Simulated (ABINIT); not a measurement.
# TaWC2 (R-3m) in ABINIT: a series of runs

The runs below take TaWC2 through band structure, with PBEsol, LDA.

Program: ABINIT 10.8.3 (patched build). These are calculated values, not measurements. Logs are shortened: lines on timing, memory, paths and dates and some standing lists are left out, and cuts for length are marked. The log counts tension as positive stress, the text compression.

## (1) The crystal as given

Symmetry: R-3m, No. 166, trigonal system. The conventional cell has a = 3.144 Å, b = 3.144 Å, c = 15.305 Å, α = 90.00°, β = 90.00°, γ = 120.00°. Around W (site symmetry -3m) lie 6 C at 2.21 Å. Around Ta (site symmetry -3m) lie 6 C at 2.23 Å. Around C (site symmetry 3m) lie 3 W at 2.21 Å and 3 Ta at 2.23 Å.

The cell comes from a database or a generator and needn't be the stable form of this composition.

## (2) Band structure, PBEsol

File run.abi:

```
# Datasets: ground state, then fixed potential
ndtset 2

# Pseudopotentials
pp_dirpath "./"
pseudos "W.GGA_PBE-JTH.xml, Ta.GGA_PBE-JTH.xml, C.GGA_PBE-JTH.xml"

# Structure
acell 10.2326232129 10.2326232129 10.232623213
rprim
     0.2902848734     0.1675960498     0.9421498057
    -0.2902848734     0.1675960498     0.9421498057
     0.0000000000    -0.3351920996     0.9421498057
ntypat 3
znucl 74 73 6
natom 4
typat 1 2 3 3
xred
     0.0000000000     0.0000000000     0.0000000000
     0.5000000000     0.5000000000     0.5000000000
     0.2509330000     0.2509330000     0.2509330000
     0.7490670000     0.7490670000     0.7490670000

# Plane-wave basis
ecut 19.0
pawecutdg 38.0
pawxcdev 0

# Exchange and correlation
ixc -116133

# Bands and occupations
occopt 3
tsmear 0.05 eV

# SCF cycle
nstep 100

# Output
iomode 3
prtwf 0
prteig 0
prtebands 0
enunit 1
prtden1 1

# Dataset 1
kptopt1 1
ngkpt1 10 10 10
nshiftk1 1
shiftk1 0.0 0.0 0.0
nband1 22
tolvrs1 1.0e-9

# Dataset 2: bands along G-L-B1
iscf2 -2
getden2 1
nband2 28
nbdbuf2 4
tolwfr2 1.0e-11
kptopt2 -2
ndivsm2 8
prteig2 1
prtvol2 -3
kptbounds2
     0.0000000000     0.0000000000     0.0000000000
     0.5000000000     0.0000000000     0.0000000000
     0.5000000000     0.1877624847    -0.1877624847
```

Potentials or basis: JTH PAW PBE v2.0.

Command:

```console
> abinit run.abi > log 2>&1
```

run.abo:

```text
.Version 10.8.3 of ABINIT
 DATASET    1 : space group R-3 m (#166); Bravais hR (rhombohedral)
================================================================================
 Values of the parameters that define the memory need for DATASET  1.
     intxc =       0    ionmov =       0      iscf =      17    lmnmax =      18
     lnmax =       6     mgfft =      45  mpssoang =       3    mqgrid =    3001
     natom =       4  nloc_mem =       2    nspden =       1   nspinor =       1
    nsppol =       1      nsym =      12    n1xccc =       1    ntypat =       3
    occopt =       3   xclevel =       2
       mpw =        1184          nfft =       91125          nkpt =         116
 PAW method is used; the additional fine FFT grid is defined by:
   mgfftf=        60    nfftf =    216000
================================================================================
================================================================================

 DATASET    2 : space group R-3 m (#166); Bravais hR (rhombohedral)
================================================================================
 Values of the parameters that define the memory need for DATASET  2.
     intxc =       0    ionmov =       0      iscf =      -2    lmnmax =      18
     lnmax =       6     mgfft =      45  mpssoang =       3    mqgrid =    3001
     natom =       4  nloc_mem =       2    nspden =       1   nspinor =       1
    nsppol =       1      nsym =      12    n1xccc =       1    ntypat =       3
    occopt =       3   xclevel =       2
       mpw =        1168          nfft =       91125          nkpt =          21
 PAW method is used; the additional fine FFT grid is defined by:
   mgfftf=        60    nfftf =    216000
================================================================================
================================================================================

--------------------------------------------------------------------------------
------------- Echo of variables that govern the present computation ------------
--------------------------------------------------------------------------------
 -outvars: echo values of preprocessed input variables --------
            acell      1.0232623213E+01  1.0232623213E+01  1.0232623213E+01 Bohr
              amu      1.83850000E+02  1.80947900E+02  1.20110000E+01
             ecut      1.90000000E+01 Hartree
           enunit           1
           getden1          0
           getden2          1
             iscf1         17
             iscf2         -2
              ixc     -116133
           jdtset        1    2
           kptopt1          1
           kptopt2         -2
         kptrlatt       10    0    0      0   10    0      0    0   10
          kptrlen1     5.94075147E+01
          kptrlen2     3.00000000E+01
            natom           4
            nband1         22
            nband2         28
           nbdbuf1          0
           nbdbuf2          4
           ndtset           2
           ndivsm1          0
           ndivsm2          8
            ngfft          45      45      45
          ngfftdg          60      60      60
             nkpt1        116
             nkpt2         21
            nstep         100
             nsym          12
           ntypat           3
           occopt           3
        pawecutdg      3.80000000E+01 Hartree
         pawxcdev           0
        prtebands           0
           prteig1          0
           prteig2          1
           prtvol1          0
           prtvol2         -3
            prtwf           0
            rprim      2.9028487340E-01  1.6759604980E-01  9.4214980570E-01
                      -2.9028487340E-01  1.6759604980E-01  9.4214980570E-01
                       0.0000000000E+00 -3.3519209960E-01  9.4214980570E-01
           shiftk1     0.00000000E+00  0.00000000E+00  0.00000000E+00
           shiftk2     5.00000000E-01  5.00000000E-01  5.00000000E-01
          spgroup         166
[... 287 lines left out ...]
  6.5015E-02  2.0774E-01  2.0774E-01  2.1254E-01  2.5993E-01  2.5993E-01
  2.6208E-01  2.7945E-01  2.7945E-01  3.5878E-01  3.5878E-01  3.9738E-01
  4.7339E-01  5.2222E-01  6.2896E-01  6.2945E-01
 Non-SCF case, kpt    2 (  0.04167  0.00000  0.00000), residuals and eigenvalues=
[... 185 lines left out ...]
 -1.0217E+00 -1.0182E+00 -1.4815E-01 -1.4811E-01  2.1525E-02  2.3427E-02
  7.8703E-02  9.1153E-02  1.0233E-01  1.0347E-01  2.8500E-01  2.9802E-01
  3.2424E-01  3.5564E-01  4.0028E-01  4.0086E-01  4.6378E-01  4.8839E-01
  5.2306E-01  5.5585E-01  6.7360E-01  6.8622E-01
 Non-SCF case, kpt   21 (  0.50000  0.18776 -0.18776), residuals and eigenvalues=
  4.42E-12  9.65E-12  4.95E-12  6.27E-12  9.41E-12  7.83E-12  3.91E-12  7.06E-12
  1.85E-12  2.35E-12  5.88E-12  9.31E-12  6.58E-12  4.34E-12  3.78E-12  3.80E-12
  2.29E-12  4.38E-12  3.58E-12  3.50E-12  6.32E-12  3.83E-12  6.79E-12  4.79E-12
  2.15E-11  8.20E-11  5.57E-07  6.55E-06
 -2.4791E+00 -2.2463E+00 -1.1700E+00 -1.1681E+00 -1.1627E+00 -1.0230E+00
 -1.0207E+00 -1.0182E+00 -1.4936E-01 -1.4919E-01  2.0878E-02  2.3602E-02
  7.9069E-02  9.0830E-02  1.0657E-01  1.0720E-01  2.7169E-01  2.8442E-01
  3.3219E-01  3.6863E-01  3.9658E-01  3.9914E-01  4.8516E-01  5.0179E-01
  5.2097E-01  5.4541E-01  6.5550E-01  6.6707E-01

--- !ResultsGS
iteration_state: {dtset: 2, }
comment   : Summary of ground state results
lattice_vectors:
- [  2.9703757,   1.7149472,   9.6406640, ]
- [ -2.9703757,   1.7149472,   9.6406640, ]
- [  0.0000000,  -3.4298945,   9.6406640, ]
lattice_lengths: [  10.23262,   10.23262,   10.23262, ]
lattice_angles: [ 33.750,  33.750,  33.750, ] # degrees, (23, 13, 12)
lattice_volume:   2.9465943E+02
convergence: {deltae:  0.000E+00, res2:  0.000E+00, residm:  9.946E-12, diffor:  0.000E+00, }
etotal    :  -1.39616344E+02
entropy   :   0.00000000E+00
fermie    :   2.87871115E-01
cartesian_stress_tensor: null
pressure_GPa: null
xred      :
- [  0.0000E+00,   0.0000E+00,   0.0000E+00,  W]
- [  5.0000E-01,   5.0000E-01,   5.0000E-01, Ta]
- [  2.5093E-01,   2.5093E-01,   2.5093E-01,  C]
- [  7.4907E-01,   7.4907E-01,   7.4907E-01,  C]
cartesian_forces: null
force_length_stats: {min: null, max: null, mean: null, }
...

 Integrated electronic density in atomic spheres:
 ------------------------------------------------
 Atom  Sphere_radius  Integrated_density
    1        2.41189         11.75569240
    2        2.41973         10.71337299
    3        1.50737          2.45507368
    4        1.50737          2.45507368

================================================================================

 ----iterations are completed or convergence reached----

 Mean square residual over all n,k,spin=   53.940E-13; max=  99.456E-13
 reduced coordinates (array xred) for    4 atoms
       0.000000000000      0.000000000000      0.000000000000
       0.500000000000      0.500000000000      0.500000000000
       0.250933000000      0.250933000000      0.250933000000
       0.749067000000      0.749067000000      0.749067000000

 cartesian coordinates (angstrom) at end:
    1      0.00000000000000     0.00000000000000     0.00000000000000
    2      0.00000000000000    -0.00000000000887     7.65242950263649
    3     -0.00000000000000    -0.00000000000445     3.84049418477017
    4     -0.00000000000000    -0.00000000001329    11.46436482050282
 length scales= 10.232623212900 10.232623212900 10.232623213000 bohr
              =  5.414871008350  5.414871008350  5.414871008403 angstroms
 Eigenvalues (   eV  ) for nkpt=  21  k points:
 kpt#   1, nband= 28, wtk=  1.00000, kpt=  0.0000  0.0000  0.0000 (reduced coord)
 -67.48267  -61.16128  -31.72866  -31.54211  -31.54211  -27.79263  -27.42516  -27.42516
  -7.39699   -2.86937   -1.38083    1.76914    1.76914    5.65289    5.65289    5.78347
   7.07317    7.07317    7.13148    7.60422    7.60422    9.76285    9.76285   10.81321
  12.88171   14.21032   17.11478   17.12823
 kpt#   2, nband= 28, wtk=  1.00000, kpt=  0.0417  0.0000  0.0000 (reduced coord)
 -67.48233  -61.16075  -31.72722  -31.54888  -31.54368  -27.79149  -27.43506  -27.42739
  -7.35270   -2.91884   -1.32175    1.79408    1.80232    5.50267    5.56950    5.76057
   6.36428    7.00436    7.22873    7.82939    8.37595    9.69343    9.74329   10.76159
  13.06222   14.30094   16.96008   17.06544
 kpt#   3, nband= 28, wtk=  1.00000, kpt=  0.0833  0.0000  0.0000 (reduced coord)
 -67.48133  -61.15918  -31.72300  -31.56867  -31.54827  -27.78814  -27.46397  -27.43390
  -7.22161   -3.04977   -1.15735    1.86697    1.89060    5.08057    5.34559    5.42302
   5.84320    6.99448    7.52209    8.27590    9.22982    9.63941    9.69610   10.62499
  13.52956   14.56961   16.53811   16.89810
 kpt#   4, nband= 28, wtk=  1.00000, kpt=  0.1250  0.0000  0.0000 (reduced coord)
 -67.47973  -61.15668  -31.71629  -31.60002  -31.55556  -27.78281  -27.50965  -27.44424
[... 74 lines left out ...]
 -67.46014  -61.12606  -31.84128  -31.77989  -31.63828  -27.85407  -27.75758  -27.70776
  -4.03243   -4.02786    0.62038    0.63968    2.14601    2.47160    2.69134    2.75833
   8.06863    8.44505    8.66800    9.32890   11.00166   11.01405   12.11623   12.84225
  14.39697   15.34021   18.75494   18.97551
 kpt#  20, nband= 28, wtk=  1.00000, kpt=  0.5000  0.1643 -0.1643 (reduced coord)
 -67.45996  -61.12578  -31.81452  -31.81164  -31.63828  -27.81512  -27.80125  -27.70585
  -4.03136   -4.03030    0.58572    0.63748    2.14161    2.48040    2.78456    2.81544
   7.75513    8.10951    8.82303    9.67758   10.89229   10.90796   12.62016   13.28967
  14.23315   15.12550   18.32947   18.67309
 kpt#  21, nband= 28, wtk=  1.00000, kpt=  0.5000  0.1878 -0.1878 (reduced coord)
 -67.46010  -61.12600  -31.83727  -31.78612  -31.63923  -27.83638  -27.77383  -27.70571
  -4.06431   -4.05955    0.56811    0.64226    2.15158    2.47162    2.89995    2.91719
   7.39311    7.73944    9.03926   10.03106   10.79162   10.86104   13.20188   13.65447
  14.17623   14.84148   17.83695   18.15184

== END DATASET(S) ==============================================================
================================================================================

 -outvars: echo values of variables after computation  --------
            acell      1.0232623213E+01  1.0232623213E+01  1.0232623213E+01 Bohr
           etotal1    -1.3961634445E+02
            fcart1    -0.0000000000E+00 -0.0000000000E+00 -0.0000000000E+00
                      -0.0000000000E+00 -0.0000000000E+00 -0.0000000000E+00
                      -5.2656826408E-19  2.4405282977E-14  1.3327173325E-03
                       5.2656826408E-19 -2.4405282977E-14 -1.3327173325E-03
            rprim      2.9028487340E-01  1.6759604980E-01  9.4214980570E-01
                      -2.9028487340E-01  1.6759604980E-01  9.4214980570E-01
                       0.0000000000E+00 -3.3519209960E-01  9.4214980570E-01
           strten1     3.5015090923E-04  3.5015090799E-04  3.4739535948E-04
                       1.0485956454E-12  0.0000000000E+00  0.0000000000E+00
           xangst      0.0000000000E+00  0.0000000000E+00  0.0000000000E+00
                       3.0245455975E-17 -8.8689713022E-12  7.6524295026E+00
                      -2.0014399011E-17 -4.4509801460E-12  3.8404941848E+00
                      -6.7241089664E-17 -1.3287004462E-11  1.1464364821E+01
             xred      0.0000000000E+00  0.0000000000E+00  0.0000000000E+00
                       5.0000000000E-01  5.0000000000E-01  5.0000000000E-01
                       2.5093300000E-01  2.5093300000E-01  2.5093300000E-01
                       7.4906700000E-01  7.4906700000E-01  7.4906700000E-01
 Calculation completed.
```

Run time: 3.9 min. Hardware: 1 thread of Intel Xeon 6975P-C (Granite Rapids), shared host; peak memory 0.27 GiB.

What came out:

```yaml
Free_energy: -3799.1543 eV
Pressure: -10.3 GPa
Largest_force: 0.069 eV/Å
Band_gap_on_the_k_mesh: none (metal or under the smearing width)
Valence_electrons_inside_the_program's_atomic_spheres: W 11.76; Ta 10.71; C 2.46
```

Forces in eV/Å, atoms in the order of the input:
```
W    0.000  0.000  0.000
Ta   0.000  0.000  0.000
C    0.000  0.000  0.069
C    0.000  0.000 -0.069
```

Levels at the corners of the path, in eV from the Fermi level:
| point | band 16 | band 17 | band 18 | band 19 | band 20 | band 21 |
| --- | --- | --- | --- | --- | --- | --- |
| Γ | -2.05 | -0.76 | -0.76 | -0.70 | -0.23 | -0.23 |
| L | -4.42 | -1.28 | -0.73 | 1.45 | 2.13 | 3.11 |
| B1 | -4.92 | -0.44 | -0.09 | 1.21 | 2.20 | 2.96 |

Caveat: the PAW data sets were made with another functional, which shifts forces and pressure a little; spin-orbit coupling is left out, which moves the levels of the heavy elements.

## (3) Band structure, LDA

Edit run.abi of step 2 so:

```diff
@@ -5,3 +5,3 @@
 pp_dirpath "./"
-pseudos "W.GGA_PBE-JTH.xml, Ta.GGA_PBE-JTH.xml, C.GGA_PBE-JTH.xml"
+pseudos "W.LDA_PW-JTH.xml, Ta.LDA_PW-JTH.xml, C.LDA_PW-JTH.xml"
 
@@ -26,6 +26,5 @@
 pawecutdg 38.0
-pawxcdev 0
 
 # Exchange and correlation
-ixc -116133
+ixc 7
```

Potentials or basis: JTH PAW LDA v2.0.

Command:

```console
> abinit run.abi > log 2>&1
```

Wall time 4.4 min (1 thread of Intel Xeon 6975P-C (Granite Rapids), shared host); peak memory 0.24 GiB.

It converged, with:

```yaml
Free_energy: -3813.5601 eV
Pressure: -17.0 GPa
Largest_force: 0.067 eV/Å
Band_gap_on_the_k_mesh: none (metal or under the smearing width)
Valence_electrons_inside_the_program's_atomic_spheres: W 11.77; Ta 10.73; C 2.46
```

Forces in eV/Å, atoms in the order of the input:
```
W    0.000  0.000  0.000
Ta   0.000  0.000  0.000
C    0.000  0.000  0.067
C    0.000  0.000 -0.067
```

Levels at the corners of the path, in eV from the Fermi level:
```
point  band 15  band 16  band 17  band 18  band 19  band 20  band 21  band 22
    Γ    -2.17    -2.04    -0.76    -0.76    -0.70    -0.23    -0.23     1.90
    L    -4.79    -4.40    -1.26    -0.72     1.43     2.11     3.07     3.58
   B1    -4.91    -4.89    -0.43    -0.09     1.19     2.17     2.93     3.00
```

Caveat: spin-orbit coupling is left out, which moves the levels of the heavy elements.
